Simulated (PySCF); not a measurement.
# Cl2F2V (VF2Cl2): the cost of one run

Programs: PySCF 2.14.0, with density-fitted response routines of our own. Each step states its level of theory. These are calculated values for one molecule in the gas phase, unless marked as measured. Atoms are numbered from 0 throughout.

## Step 1: The molecule as given

5 atoms, charge 0, multiplicity 2; geometry from: GFN2-xTB. The atoms were then displaced at random by about 0.03 Å, so the start is not that level's minimum.

Bonds of the start (Å): V0–F1 1.62, V0–F2 1.55, V0–Cl3 2.15, V0–Cl4 2.10.

## Step 2: Relaxing the molecule at PBE0-D3(BJ)/def2-SVP

The job: settings as JSON, then the geometry in Å.

```
{"job": {"xc": "PBE0", "basis": "def2-SVP", "d3": "d3bj", "grid": 1, "maxiter": 40, "shake": 0.03, "kind": "geom"}, "charge": 0, "multiplicity": 2}
V      0.331350    -0.077090     0.202030
F     -0.222770    -0.028390     1.727370
F      1.500140     0.004150    -0.808940
Cl    -0.718030     1.629770    -0.567880
Cl    -0.815840    -1.638920    -0.614700
```

Launch:

```bash
$ OMP_NUM_THREADS=1 python probes_run.py task.json out
```

One launch serves the whole session: the jobs run in the order shown.

**Question.** How long does this first job take on 1 thread of Intel Xeon Platinum 8488C, shared host, and how much memory does it need?

About 1.7 min, with a peak of 0.43 GiB.
